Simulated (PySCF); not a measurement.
**SrCd+: from the state search to spectroscopic constants**

Aim: find the lowest electronic state of SrCd+, scan its bond at several levels of theory, and get bond length, wavenumber and dissociation energy from each curve.

Method: Sr def2-SVP with ECP28, Cd def2-SVP with ECP28, scalar-relativistic core potentials; program: PySCF 2.14.0.

### 1 Input

A driver script around PySCF takes these settings:

```yaml
atoms: Sr, Cd
charge: 1
basis: Sr def2-SVP with ECP28, Cd def2-SVP with ECP28
Hamiltonian: scalar-relativistic core potentials
basis_functions: 54
electrons_treated: 29
masses_in_u: 87.9056, 113.9034
levels: PBE0, PBE, r²SCAN, r²SCANh, BHandHLYP, M06-2X, CAM-B3LYP, HF, MP2, SCS-MP2
grid: 80 radial by 434 angular points
occupations: held fixed by the projection of orbital angular momentum
dissociation_limit: Sr+ + Cd, each in its ground configuration
starting_distance_in_angstrom: 3.210
values_of_2S_to_try: 1, 3
```

On the command line:

```console
$ OMP_NUM_THREADS=1 python dia.py task.json out
```

After this run come: The PBE0 curve of the state that the search chose; Other states along the same grid; PBE (GGA); r²SCAN; r²SCANh (hybrid meta-GGA); BHandHLYP (global hybrid GGA); M06-2X; CAM-B3LYP; UHF (mean field).

What does the calculation give? Wanted: for each run, Re; ωe; De; μ.

The runs gave:

Lowest PBE0 solution found, without spin–orbit coupling: ²Σ⁺ (doublet), unpaired electrons σ ↑. State 3 has its PBE0 minimum 1.57 eV higher. State 4 has its PBE0 minimum 3.68 eV higher. The other levels ran on the lowest alone.

| level | Re (Å) | ωe (cm⁻¹) | De (eV) | μ (D) |
| --- | --- | --- | --- | --- |
| UHF | 3.826 | 58.1 | 0.252 | -5.65 |
| UHF-MP2 | 3.569 | 67.2 | 0.317 | n/a |
| UHF-SCS-MP2 | 3.614 | 63.7 | 0.290 | n/a |
| PBE | 3.535 | 75.7 | 0.459 | -6.02 |
| r²SCAN | 3.523 | 77.4 | 0.437 | -5.96 |
| r²SCANh | 3.534 | 76.7 | 0.430 | -5.94 |
| PBE0 | 3.555 | 75.6 | 0.435 | -5.86 |
| BHandHLYP | 3.629 | 69.4 | 0.346 | -5.96 |
| M06-2X | 3.655 | 70.5 | 0.492 | -5.46 |
| CAM-B3LYP | 3.586 | 70.8 | 0.351 | -5.96 |

De is counted to Sr+ + Cd in their ground configurations. A positive dipole points from Sr to Cd; in an ion it is taken about the centre of mass and does not tell which atom is negative.

**Reading.** Bond lengths run from 3.523 Å (r²SCAN) to 3.826 Å (UHF). Of the levels with a De here, UHF gives the least (0.252 eV) and M06-2X the most (0.492 eV).

Spin–orbit coupling is left out.
